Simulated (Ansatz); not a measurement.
# C2H7BFOSb: the cost of one run

Program: Ansatz 0.2.0. Level of theory: RKS PBE0/def2-SVP. These are calculated values, not measurements.

### Step 1. The starting structure

Bond lengths: F1–C2 1.378 Å, C2–C3 1.522 Å, C3–B4 1.508 Å, B4–O5 1.476 Å, O5–Sb6 2.052 Å, C2–H7 1.110 Å, C2–H8 1.140 Å, C3–H9 1.155 Å, C3–H10 1.141 Å, B4–H11 1.260 Å, Sb6–H12 1.774 Å, Sb6–H13 1.790 Å. Angles (14 of 19 angles, heavy atoms first): F1–C2–C3 110.7°, C2–C3–B4 114.1°, C3–B4–O5 123.5°, B4–O5–Sb6 103.2°, F1–C2–H7 112.6°, F1–C2–H8 107.7°, C3–C2–H7 110.1°, C3–C2–H8 110.0°, C2–C3–H9 110.5°, C2–C3–H10 109.9°, B4–C3–H9 107.0°, B4–C3–H10 111.0°, C3–B4–H11 120.3°, O5–B4–H11 115.8°.

Structure file:

```xyz
13

F    -0.2710   -2.6084   -0.8225
C     0.6407   -1.5834   -0.6892
C     0.4004   -0.8135    0.6014
B    -0.8891   -0.0313    0.6220
O    -1.2588    0.9551   -0.4113
Sb   -0.6722    2.7396    0.4151
H     0.6317   -0.8881   -1.5547
H     1.6829   -2.0460   -0.6783
H     1.2556   -0.0590    0.7869
H     0.4636   -1.5227    1.4932
H    -1.7875   -0.3101    1.4600
H     0.9938    2.5072   -0.1488
H    -1.1697    3.6258   -1.0590
```

### Step 2. End point A

The input, input.yaml:

```yaml
crystal:
  periodic: [false, false, false]
  atoms:
    - { symbol: F, position_ang: [-0.271, -2.6084, -0.8225] }
    - { symbol: C, position_ang: [0.6407, -1.5834, -0.6892] }
    - { symbol: C, position_ang: [0.4004, -0.8135, 0.6014] }
    - { symbol: B, position_ang: [-0.8891, -0.0313, 0.622] }
    - { symbol: O, position_ang: [-1.2588, 0.9551, -0.4113] }
    - { symbol: Sb, position_ang: [-0.6722, 2.7396, 0.4151] }
    - { symbol: H, position_ang: [0.6317, -0.8881, -1.5547] }
    - { symbol: H, position_ang: [1.6829, -2.046, -0.6783] }
    - { symbol: H, position_ang: [1.2556, -0.059, 0.7869] }
    - { symbol: H, position_ang: [0.4636, -1.5227, 1.4932] }
    - { symbol: H, position_ang: [-1.7875, -0.3101, 1.46] }
    - { symbol: H, position_ang: [0.9938, 2.5072, -0.1488] }
    - { symbol: H, position_ang: [-1.1697, 3.6258, -1.059] }
basis:
  gaussian: { orbitals: def2-SVP }
hamiltonian:
  xc: pbe0
relax:
  f_tol: 0.015
  max_steps: 40
```

Started as:

```bash
ansatz run input.yaml --threads 2 --pin off --max-ram 3072MiB --backend cpu --events-out ev --progress --plain --runs-dir out
```

What time and memory should one allow on 2 threads of Arm Neoverse N1, shared host?

About 3.2 min, with a peak of 0.39 GiB.
